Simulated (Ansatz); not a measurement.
# C₂H₆ClInO: up Jacob's ladder to CCSD(T)

One table from this session's results is given with a row withheld; the runs are named, their logs left out.

The runs use Ansatz 0.2.0, Gaussian basis; functionals in def2-TZVPP, the program's frozen cores in correlated methods.

Plan: LDA (SPW92), PBE-D4, revPBE-D4, BLYP-D4, r2SCAN-D4, B97M-V, PBE0-D4, B3LYP-D4, r2SCANh-D4, r2SCAN0-D4, HSE06-D4, BHLYP-D4, CAM-B3LYP-D4, LC-ωPBE, ωB97X-V, ωB97M-V, B2PLYP, PBE-QIDH; CCSD(T)/def2-SVP; CCSD(T)/def2-TZVPP; MP2/def2-QZVPP; extrapolation to the limit; RPA on PBE.

## The geometry

All runs share one geometry, relaxed beforehand with PBE0-D4 in a triple-zeta def2 set. In takes the def2 core potential; no spin-orbit term is included.

SMILES `CC[O][InH][Cl]`, 11 atoms, charge 0, spin multiplicity 1.

Atoms are counted from 1 here; the program's logs count them from 0.

Bond lengths: C1–C2 1.513 Å, C1–H6 1.092 Å, C1–H7 1.093 Å, C1–H8 1.095 Å, C2–O3 1.410 Å, C2–H9 1.097 Å, C2–H10 1.098 Å, O3–In4 1.965 Å, In4–Cl5 2.334 Å, In4–H11 1.689 Å. Angles: C2–C1–H6 110.5°, C2–C1–H7 110.8°, C2–C1–H8 110.7°, H6–C1–H7 108.5°, H6–C1–H8 108.6°, H7–C1–H8 107.6°, C1–C2–O3 112.1°, C1–C2–H9 109.8°, C1–C2–H10 109.5°, O3–C2–H9 106.7°, O3–C2–H10 111.6°, H9–C2–H10 107.0°, C2–O3–In4 122.7°, O3–In4–Cl5 110.4°, O3–In4–H11 126.1°, Cl5–In4–H11 123.5°.

Set-up of the first run:

in.yaml reads:

```yaml
crystal:
  periodic: [false, false, false]
  atoms:
    - {symbol: C, position_ang: [-0.841896, 0.919430, 0.808268]}
    - {symbol: C, position_ang: [-0.896427, -0.432436, 0.131276]}
    - {symbol: O, position_ang: [0.295817, -1.164313, 0.310556]}
    - {symbol: In, position_ang: [1.905708, -0.853474, -0.772912]}
    - {symbol: Cl, position_ang: [1.449502, 0.656293, -2.493209]}
    - {symbol: H, position_ang: [-0.601564, 0.806856, 1.867759]}
    - {symbol: H, position_ang: [-1.802001, 1.435873, 0.723474]}
    - {symbol: H, position_ang: [-0.081343, 1.554680, 0.343153]}
    - {symbol: H, position_ang: [-1.704270, -1.033275, 0.566866]}
    - {symbol: H, position_ang: [-1.133248, -0.300109, -0.933015]}
    - {symbol: H, position_ang: [3.409743, -1.589526, -0.552217]}
basis:
  gaussian: {orbitals: def2-TZVPP}
hamiltonian: {xc: lda}
output: {orbitals: {seedname: orbitals}}
```

Launch:

```bash
$ ansatz run in.yaml --threads 4 --pin off --events-out ev --progress --plain --max-ram 10444MiB
```

Among the steps run: LDA; PBE-D4 (GGA); revPBE-D4 (GGA); BLYP-D4 (GGA); r2SCAN-D4 (meta-GGA); B97M-V (meta-GGA); B3LYP-D4 (hybrid); r2SCANh-D4 (hybrid); r2SCAN0-D4 (hybrid); HSE06-D4 (hybrid); BHLYP-D4 (hybrid); CAM-B3LYP-D4 (range-separated); LC-ωPBE (range-separated); ωB97X-V (range-separated); ωB97M-V (range-separated); B2PLYP (double hybrid); PBE-QIDH (double hybrid).

One table of the session follows, with a row left open; its other results are not shown here.

It belongs to the step «Orbital energies across the functionals». 

| functional | HOMO (eV) | LUMO (eV) | gap (eV) |
| --- | --- | --- | --- |
| LDA (SPW92) | -6.55 | -2.48 | 4.07 |
| PBE-D4 | ? | ? | ? |
| revPBE-D4 | -6.27 | -2.09 | 4.18 |
| BLYP-D4 | -6.26 | -2.18 | 4.08 |
| r2SCAN-D4 | -6.63 | -1.96 | 4.66 |
| B97M-V | -6.76 | -2.22 | 4.54 |
| PBE0-D4 | -7.80 | -1.50 | 6.30 |
| B3LYP-D4 | -7.57 | -1.78 | 5.80 |
| r2SCANh-D4 | -7.17 | -1.71 | 5.47 |
| r2SCAN0-D4 | -8.01 | -1.35 | 6.66 |
| HSE06-D4 | -7.39 | -1.86 | 5.53 |
| BHLYP-D4 | -9.22 | -0.89 | 8.34 |
| CAM-B3LYP-D4 | -9.24 | -0.71 | 8.53 |
| LC-ωPBE | -10.57 | 0.41 | 10.98 |
| ωB97X-V | -10.24 | 0.26 | 10.51 |
| ωB97M-V | -10.18 | -0.03 | 10.15 |

Q: Estimate the row for PBE-D4 from the others.

**Answer.** HOMO (eV): -6.35; LUMO (eV): -2.21; gap (eV): 4.15. In the column «HOMO (eV)» it lies between LDA (SPW92) (-6.55) and revPBE-D4 (-6.27).
